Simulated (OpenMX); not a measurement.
# Ni in OpenMX: the effect of starting spin order

Sheet: Ni, a sheet with vacuum.

```
CELL_PARAMETERS angstrom
2.25911 0.00000 0.00000
0.00000 2.25911 0.00000
0.00000 0.00000 23.80000
ATOMIC_POSITIONS crystal
Ni 0.50000 0.50000 0.29412
```

The cell was built by a generator and needn't be a form met in nature.

Alike in all runs:

- Program: OpenMX 3.8.5
- Task: single point
- Functional: PBE
- Potentials or basis: OpenMX 2013 PBE set, Ni6.0H-s3p2d2, grid cutoff 500 Ry
- k mesh: 13 × 13 × 1
- Occupations: fermi-dirac, width 0.05 eV

```tsv
starting spin order	spin	starting moments	energy over the lowest run (meV/atom)	final net moment (μB)	final largest site moment (μB)
fm	collinear spin, ferromagnetic start	[1.0] μB	0.0	0.80	0.80
ferromagnetic start, larger moments	collinear spin, ferromagnetic start	[2.5] μB	0.0	0.80	0.80
nm	collinear spin, zero start	[0.0] μB	?	?	?
```

Q: What does the run with starting spin order nm give?

A: Energy over the lowest run 92.5 meV/atom; final net moment 0.00 μB; final largest site moment 0.00 μB.

Caveats: no basis functions reach into the vacuum, so the work function isn't listed.
